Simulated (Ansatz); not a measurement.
# C3H5I: one species, many methods

Aim: compute C3H5I with functionals from several rungs and with coupled cluster, and see how far each lands from CCSD(T) at the basis-set limit for the atomisation energy.

Method: functionals in def2-TZVPP, the program's frozen cores in correlated methods; program: Ansatz 0.2.0, Gaussian basis.

The runs, in order: LDA (SPW92), PBE-D4, revPBE-D4, BLYP-D4, r2SCAN-D4, B97M-V, PBE0-D4, B3LYP-D4, r2SCANh-D4, r2SCAN0-D4, HSE06-D4, BHLYP-D4, CAM-B3LYP-D4, LC-ωPBE, ωB97X-V, ωB97M-V, B2PLYP, PBE-QIDH; CCSD(T)/def2-SVP; CCSD(T)/def2-TZVPP; MP2/def2-QZVPP; extrapolation to the limit; RPA on PBE.

### 1 Structure used throughout

All runs share one geometry, relaxed beforehand with PBE0-D4 in a triple-zeta def2 set. I takes the def2 core potential; no spin-orbit term is included.

SMILES `C/C=C/I`, 9 atoms, charge 0, spin multiplicity 1.

Atoms are counted from 1 here; the program's logs count them from 0.

Bond lengths: C1–C2 1.491 Å, C1–H5 1.094 Å, C1–H6 1.094 Å, C1–H7 1.091 Å, C2–C3 1.323 Å, C2–H8 1.087 Å, C3–I4 2.078 Å, C3–H9 1.083 Å. Angles: C2–C1–H5 110.7°, C2–C1–H6 110.7°, C2–C1–H7 111.8°, H5–C1–H6 106.9°, H5–C1–H7 108.4°, H6–C1–H7 108.4°, C1–C2–C3 123.5°, C1–C2–H8 117.1°, C3–C2–H8 119.5°, C2–C3–I4 123.6°, C2–C3–H9 123.3°, I4–C3–H9 113.1°.

Geometry (Å):

```mol
C3H5I
  3D, bonds by distance, orders not assigned

  9  8  0  0  0  0  0  0  0  0999 V2000
   -0.0090    1.2292   -0.0331 C   0  0
   -0.4287   -0.1993    0.0445 C   0  0
    0.4198   -1.2128   -0.0084 C   0  0
   -0.1608   -3.2050    0.0993 I   0  0
   -0.3192    1.7720    0.8651 H   0  0
   -0.4848    1.7260   -0.8841 H   0  0
    1.0725    1.3280   -0.1381 H   0  0
   -1.4920   -0.3970    0.1499 H   0  0
    1.4907   -1.0874   -0.1123 H   0  0
  1  2  8  0
  2  3  8  0
  3  4  8  0
  1  5  8  0
  1  6  8  0
  1  7  8  0
  2  8  8  0
  3  9  8  0
M  END
```

### 2 LDA

This LDA is Slater exchange with PW92 correlation.

File in.yaml:

```yaml
crystal:
  periodic: [false, false, false]
  atoms:
    - {symbol: C, position_ang: [-0.009045, 1.229175, -0.033059]}
    - {symbol: C, position_ang: [-0.428660, -0.199290, 0.044510]}
    - {symbol: C, position_ang: [0.419810, -1.212787, -0.008426]}
    - {symbol: I, position_ang: [-0.160828, -3.205024, 0.099289]}
    - {symbol: H, position_ang: [-0.319160, 1.771984, 0.865083]}
    - {symbol: H, position_ang: [-0.484789, 1.726032, -0.884109]}
    - {symbol: H, position_ang: [1.072504, 1.327952, -0.138064]}
    - {symbol: H, position_ang: [-1.492042, -0.396996, 0.149908]}
    - {symbol: H, position_ang: [1.490708, -1.087447, -0.112332]}
basis:
  gaussian: {orbitals: def2-TZVPP}
hamiltonian: {xc: lda}
output: {orbitals: {seedname: orbitals}}
```

On the command line:

```
ansatz run in.yaml --threads 4 --pin off --events-out ev --progress --plain --max-ram 10444MiB
```

Further steps of the session: PBE-D4 (GGA); revPBE-D4 (GGA); BLYP-D4 (GGA); r2SCAN-D4 (meta-GGA); B97M-V (meta-GGA); B3LYP-D4 (hybrid); r2SCANh-D4 (hybrid); r2SCAN0-D4 (hybrid); HSE06-D4 (hybrid); BHLYP-D4 (hybrid); CAM-B3LYP-D4 (range-separated); LC-ωPBE (range-separated); ωB97X-V (range-separated); ωB97M-V (range-separated); B2PLYP (double hybrid); PBE-QIDH (double hybrid); CCSD(T) in def2-SVP; CCSD(T) in def2-TZVPP; MP2 in def2-QZVPP; RPA on PBE orbitals.

Before running them: what should the planned runs give, taken together? Wanted: atomisation energy, CCSD(T)/CBS; farthest beyond LDA; mean size of error, GGA; mean size of error, meta-GGA; mean size of error, hybrid; mean size of error, range-separated; mean size of error, double hybrid; gap, smallest and largest; T1 diagnostic.

As calculated:

| quantity | value |
| --- | --- |
| atomisation energy, CCSD(T)/CBS | 3421.4 kJ/mol |
| functionals within 34.2 kJ/mol (1.0 %) | revPBE-D4, BLYP-D4, r2SCAN-D4, B97M-V, PBE0-D4, B3LYP-D4, r2SCANh-D4, HSE06-D4, CAM-B3LYP-D4, LC-ωPBE, ωB97X-V, ωB97M-V, PBE-QIDH |
| farthest beyond LDA | BHLYP-D4 (-100.8 kJ/mol) |
| mean size of error, GGA | 33.3 kJ/mol |
| mean size of error, meta-GGA | 4.2 kJ/mol |
| mean size of error, hybrid | 35.6 kJ/mol |
| mean size of error, range-separated | 11.8 kJ/mol |
| mean size of error, double hybrid | 20.5 kJ/mol |
| gap, smallest and largest | 4.24 eV (BLYP-D4), 11.12 eV (LC-ωPBE) |
| T1 diagnostic | 0.0097 |
| triples share of the correlation energy | 3.3 % |

What this shows: The LDA atomisation energy is off by 490.7 kJ/mol (14 %): it overbinds. PBE-D4 is off by +86.8 kJ/mol. Double hybrids carry the basis error of their MP2 part in triple zeta, and no dispersion term here, so their miss is partly the set-up's. The rungs meta-GGA, range-separated, double hybrid, GGA miss on average by less than the doubt on the reference (34.2 kJ/mol), so they tie. The reference freezes the cores and leaves out spin-orbit coupling and excitations past (T), and its outer-core shells are covered unevenly, so misses under about 34.2 kJ/mol can't be ranked. All levels share the lack of spin-orbit coupling, which lowers the free heavy atoms and so the true binding. Hartree-Fock recovers 74 % of the binding; the rest is correlation. CCSD(T) in def2-SVP is off by -156.2 kJ/mol, worse than the median functional, from the basis alone. Orbital gaps span 4.2 to 11.1 eV; exact exchange widens them. Correlated methods include outer-core shells of I, which these sets cover unevenly.
